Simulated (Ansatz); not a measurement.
**CH₅NO₃Si: up Jacob's ladder to CCSD(T)**

One table from this session's results is given with a row withheld; the runs are named, their logs left out.

The runs use Ansatz 0.2.0, Gaussian basis; functionals in def2-TZVPP, the program's frozen cores in correlated methods.

Levels to be run: LDA (SPW92), PBE-D4, revPBE-D4, BLYP-D4, r2SCAN-D4, B97M-V, PBE0-D4, B3LYP-D4, r2SCANh-D4, r2SCAN0-D4, HSE06-D4, BHLYP-D4, CAM-B3LYP-D4, LC-ωPBE, ωB97X-V, ωB97M-V, B2PLYP, PBE-QIDH; CCSD(T)/def2-SVP; CCSD(T)/def2-TZVPP; MP2/def2-QZVPP; extrapolation to the limit; RPA on PBE.

### The geometry

All runs share one geometry, relaxed beforehand with PBE0-D4 in a triple-zeta def2 set.

11 atoms, charge 0, spin multiplicity 1.

Atoms are counted from 1 here; the program's logs count them from 0.

Bond lengths: N1–Si2 1.687 Å, N1–H7 1.008 Å, N1–H8 1.005 Å, Si2–O3 1.636 Å, Si2–O4 1.645 Å, Si2–C5 1.916 Å, O3–H9 0.959 Å, O4–H10 0.958 Å, C5–O6 1.210 Å, C5–H11 1.117 Å. Angles: Si2–N1–H7 117.7°, Si2–N1–H8 125.1°, H7–N1–H8 113.4°, N1–Si2–O3 114.8°, N1–Si2–O4 114.9°, N1–Si2–C5 102.9°, O3–Si2–O4 103.9°, O3–Si2–C5 110.0°, O4–Si2–C5 110.4°, Si2–O3–H9 116.4°, Si2–O4–H10 116.5°, Si2–C5–O6 121.5°, Si2–C5–H11 119.8°, O6–C5–H11 118.7°.

The first run:

in.yaml reads:

```yaml
crystal:
  periodic: [false, false, false]
  atoms:
    - {symbol: N, position_ang: [-0.145526, -0.356055, -1.526100]}
    - {symbol: Si, position_ang: [0.193041, -0.271886, 0.124042]}
    - {symbol: O, position_ang: [-0.132689, -1.638538, 0.961397]}
    - {symbol: O, position_ang: [1.761983, 0.055245, 0.494510]}
    - {symbol: C, position_ang: [-0.943979, 1.150452, 0.721295]}
    - {symbol: O, position_ang: [-1.671584, 1.742074, -0.043378]}
    - {symbol: H, position_ang: [-0.896977, 0.215373, -1.880089]}
    - {symbol: H, position_ang: [0.083036, -1.130768, -2.123593]}
    - {symbol: H, position_ang: [0.532771, -1.921023, 1.591273]}
    - {symbol: H, position_ang: [2.226616, 0.649494, -0.096735]}
    - {symbol: H, position_ang: [-0.941490, 1.448635, 1.797979]}
basis:
  gaussian: {orbitals: def2-TZVPP}
hamiltonian: {xc: lda}
output: {orbitals: {seedname: orbitals}}
```

Steps of the session up to this table: LDA; PBE-D4 (GGA); revPBE-D4 (GGA); BLYP-D4 (GGA); r2SCAN-D4 (meta-GGA); B97M-V (meta-GGA); PBE0-D4 (hybrid); B3LYP-D4 (hybrid); r2SCANh-D4 (hybrid); r2SCAN0-D4 (hybrid); HSE06-D4 (hybrid); BHLYP-D4 (hybrid); CAM-B3LYP-D4 (range-separated); LC-ωPBE (range-separated); ωB97X-V (range-separated); ωB97M-V (range-separated); B2PLYP (double hybrid); PBE-QIDH (double hybrid).

One table of the session follows, with a row left open; its other results are not shown here.

It belongs to the step «Frontier levels by functional». 

```
  functional  HOMO (eV)  gap (eV)
 LDA (SPW92)      -5.46      2.63
      PBE-D4      -5.31      2.77
   revPBE-D4      -5.25      2.81
     BLYP-D4      -5.25      2.85
   r2SCAN-D4      -5.59      3.24
      B97M-V      -5.73      3.46
     PBE0-D4          ?         ?
    B3LYP-D4      -6.65      4.98
  r2SCANh-D4      -6.17      4.24
  r2SCAN0-D4      -7.05      5.75
    HSE06-D4      -6.45      4.65
    BHLYP-D4      -8.38      8.20
CAM-B3LYP-D4      -8.32      8.14
     LC-ωPBE      -9.59     10.68
     ωB97X-V      -9.28     10.28
     ωB97M-V      -9.19     10.09
```

**Question.** Estimate the row for PBE0-D4.

As computed: HOMO (eV): -6.85; gap (eV): 5.45. In the column «HOMO (eV)» it lies between r2SCAN0-D4 (-7.05) and B3LYP-D4 (-6.65).
